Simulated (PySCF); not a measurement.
# [Sm(NH3)3]3+: other functionals and bases at one geometry

One table from this session's results is given with a row withheld; the runs are named, their logs left out.

The runs use PySCF 2.14.0; several levels, as the steps say, no spin–orbit coupling.

3 further runs of the same task are left out: 2 for a known fault of the program, 1 set aside as unsound or not needed.

**Starting geometry**

13 atoms, charge 3, spin multiplicity 1.

Bond lengths: Sm1–N2 2.477 Å, Sm1–N6 2.477 Å, Sm1–N10 2.477 Å, N2–H3 1.044 Å, N2–H4 1.043 Å, N2–H5 1.043 Å, N6–H7 1.044 Å, N6–H8 1.043 Å, N6–H9 1.043 Å, N10–H11 1.044 Å, N10–H12 1.043 Å, N10–H13 1.043 Å. Angles: N2–Sm1–N6 110.6°, N2–Sm1–N10 110.6°, N6–Sm1–N10 110.6°, Sm1–N2–H3 114.7°, Sm1–N2–H4 116.3°, Sm1–N2–H5 115.5°, H3–N2–H4 102.8°, H3–N2–H5 102.8°, H4–N2–H5 102.9°, Sm1–N6–H7 114.7°, Sm1–N6–H8 116.3°, Sm1–N6–H9 115.5°, H7–N6–H8 102.8°, H7–N6–H9 102.8°, H8–N6–H9 102.9°, Sm1–N10–H11 114.7°, Sm1–N10–H12 116.3°, Sm1–N10–H13 115.5° and more.

Geometry (Å):

```
Sm    0.0000    0.0000    0.7974
N     2.3517   -0.0006    0.0195
H     3.0510   -0.2710    0.7463
H     2.5774   -0.6442   -0.7698
H     2.7126    0.9179   -0.3177
N    -1.1753    2.0369    0.0195
H    -1.2908    2.7777    0.7463
H    -0.7308    2.5542   -0.7698
H    -2.1512    1.8902   -0.3177
N    -1.1764   -2.0363    0.0195
H    -1.7602   -2.5067    0.7463
H    -1.8466   -1.9100   -0.7698
H    -0.5614   -2.8081   -0.3177
```

Formal oxidation states: Sm +3. Each metal's 5 4f electrons lie in its core potential, so multiplicities, spins and levels count the valence alone. An earlier session relaxed this geometry at TPSS, Sm lcecp-1-SVP with ECP51, N def2-SVP, H def2-SVP (singlet, point group C3).

At TPSS on the finer grid: E = -203.280725 Eh, HOMO -22.84 eV, LUMO -16.99 eV, Mulliken charge on Sm1 +1.81 e, largest force component 0.015 eV/Å. 

Levels to run: BLYP; HF; PBE0; r2SCAN; TPSS, TZVP. Hardware: 2 threads of Intel Xeon 6975P-C (Granite Rapids), shared host.

Set-up of the first run:

Contents of run.py (the lines that set the calculation):

```python
mol = gto.M(atom='''
Sm     0.00000     0.00000     0.79735
N      2.35167    -0.00064     0.01951
H      3.05096    -0.27100     0.74627
H      2.57745    -0.64421    -0.76981
H      2.71261     0.91787    -0.31769
N     -1.17528     2.03692     0.01951
H     -1.29079     2.77771     0.74627
H     -0.73082     2.55424    -0.76981
H     -2.15120     1.89025    -0.31769
N     -1.17639    -2.03628     0.01951
H     -1.76017    -2.50671     0.74627
H     -1.84662    -1.91003    -0.76981
H     -0.56141    -2.80812    -0.31769''',
    basis={'Sm': 'lcecp-1-SVP', 'N': 'def2-SVP', 'H': 'def2-SVP'},
    ecp={'Sm': 'lcecp-1-SVP'},
    charge=3, spin=0)
mf = dft.RKS(mol, xc='BLYP')
mf.grids.atom_grid = (75, 302)  # f atoms: unpruned, at least (60, 302)
mf = mf.density_fit()  # fitting sets: Sm AutoAux, N def2-universal-JKFIT, H def2-universal-JKFIT
mf.conv_tol = 1e-08; mf.max_cycle = 55
mf.kernel(dm0)  # dm0: the density of the relaxed state
```

The run is started by

```sh
$ OMP_NUM_THREADS=2 python run.py
```

Steps of the session up to this table: BLYP; HF; PBE0; r2SCAN; TPSS, TZVP.

One of the session's tables, all rows but one given; the rest of the session is left out.

```
              level  HOMO (eV)  gap (eV)  charge on Sm1 (e)  dipole (D)  largest force component (eV/Å)
TPSS (relaxed here)     -22.84      5.85               1.81        2.55                            0.02
               BLYP     -22.58      5.36               1.73        2.63                            0.14
                 HF     -27.97     14.93               2.16        1.96                            1.19
               PBE0          ?         ?                  ?           ?                               ?
             r2SCAN     -23.06      6.33               1.86        2.50                            0.21
         TPSS, TZVP     -22.76      5.88               2.08        2.54                            0.40
```

**Question.** Estimate the row for PBE0.

As computed: HOMO (eV): -24.26; gap (eV): 7.95; charge on Sm1 (e): 1.87; dipole (D): 2.46; largest force component (eV/Å): 0.25. In the column «HOMO (eV)» it lies between HF (-27.97) and r2SCAN (-23.06).

The dipole of a charged species depends on the origin, so these sizes hold for this origin alone.

In one basis the HOMO–LUMO gap runs from 5.36 eV (BLYP) to 14.93 eV (HF). The largest leftover force, 1.19 eV/Å with HF, stands at a geometry relaxed at another level. With 4f in the core, its levels are missing from HOMO and gap, and its count is fixed, so no charge can pass from the ligands into it. Total energies of different levels can't be compared.
